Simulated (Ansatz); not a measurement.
**SiGeH5+ (triplet): from Hartree-Fock to the top rungs, cc-pVDZ**

One table from this session's results is given with a row withheld; the runs are named, their logs left out.

The runs use Ansatz 0.2.0, Gaussian basis; cc-pVDZ, core rule «outside noble gas», up to 19 orbitals frozen.

Plan: UHF; CCSD(T) on ROHF; CCSD(T) on UHF; BCCD(T) on ROHF; CISD as a restricted active space (open shells left free, so some higher excitations enter); CCSDT(Q) on ROHF; CCSDT(Q) on UHF; CASSCF and NEVPT2, 10 electrons in 10 orbitals.

21 further runs of the same task are left out: 9 that didn't finish, 12 set aside as unsound or not needed. Runs told in other sessions of the task aren't counted.

**The system**

The geometry is a PBE0/def2-TZVP stationary point (not a proven minimum) of the parent state, kept for this charge and spin. No spin-orbit coupling is included. The filled d shell of Ge may be among the frozen orbitals whatever the setting's name suggests.

7 atoms, charge 1, spin multiplicity 3.

Atoms are counted from 1 here; the program's logs count them from 0.

Bond lengths: Si1–Ge2 2.372 Å, Si1–H3 1.489 Å, Si1–H4 1.489 Å, Ge2–H5 1.537 Å, Ge2–H6 1.541 Å, Ge2–H7 1.537 Å. Angles: Ge2–Si1–H3 113.5°, Ge2–Si1–H4 113.5°, H3–Si1–H4 109.6°, Si1–Ge2–H5 109.6°, Si1–Ge2–H6 112.2°, Si1–Ge2–H7 109.6°, H5–Ge2–H6 108.4°, H5–Ge2–H7 108.7°, H6–Ge2–H7 108.4°.

The first run:

in.yaml

```yaml
crystal:
  periodic: [false, false, false]
  atoms:
    - {symbol: Si, position_ang: [-0.081543, 0.000000, 1.698859]}
    - {symbol: Ge, position_ang: [0.016230, 0.000000, -0.670868]}
    - {symbol: H, position_ang: [0.513083, -1.216854, 2.317500]}
    - {symbol: H, position_ang: [0.513083, 1.216854, 2.317500]}
    - {symbol: H, position_ang: [-0.694920, 1.249004, -1.215853]}
    - {symbol: H, position_ang: [1.466162, 0.000000, -1.192785]}
    - {symbol: H, position_ang: [-0.694920, -1.249004, -1.215853]}
basis:
  gaussian: {orbitals: cc-pVDZ}
total_charge: 1
magnetization: {spin_polarized: true, initial_magnetization: 2}
hamiltonian: {xc: hf}
output: {orbitals: {seedname: orbitals}}
```

Command:

```console
$ ansatz run in.yaml --threads 1 --pin off --events-out ev --progress --plain --max-ram 2393MiB
```

Steps of the session up to this table: UHF; CCSD(T) on ROHF; CCSD(T) on UHF; BCCD(T) on ROHF; CISD as a restricted active space (open shells left free, so some higher excitations enter); CCSDT(Q) on ROHF; CCSDT(Q) on UHF; CASSCF and NEVPT2, 10 electrons in 10 orbitals.

One of the session's tables, all rows but one given; the rest of the session is left out.

It belongs to the step «Misses and costs». 

| method | from UCCSDT(Q) (meV) |
| --- | --- |
| ROHF | +6109.4 |
| UHF | +6033.4 |
| RMP2 | +1487.2 |
| UMP2 | +1483.3 |
| CISD | +693.0 |
| RCCSD | +191.5 |
| UCCSD | +189.1 |
| RCCSD(T) | +45.9 |
| UCCSD(T) | ? |
| BCCD(T) | +45.1 |
| RCCSDT | +5.6 |
| UCCSDT | +4.1 |
| RCCSDT(Q) | +2.0 |
| UCCSDT(Q) | 0 |
| CASSCF frontier | +4305.1 |
| NEVPT2 frontier | +1311.1 |

**Question.** Estimate the row for UCCSD(T).

**Answer.** from UCCSDT(Q) (meV): +44.7. In the column «from UCCSDT(Q) (meV)» it lies between RCCSDT (+5.6) and BCCD(T) (+45.1).

Caveats from the session: Restricted and unrestricted rows rest on different reference determinants; a gap between their highest levels can come from leftover correlation error, from unlike frozen cores or from another state.
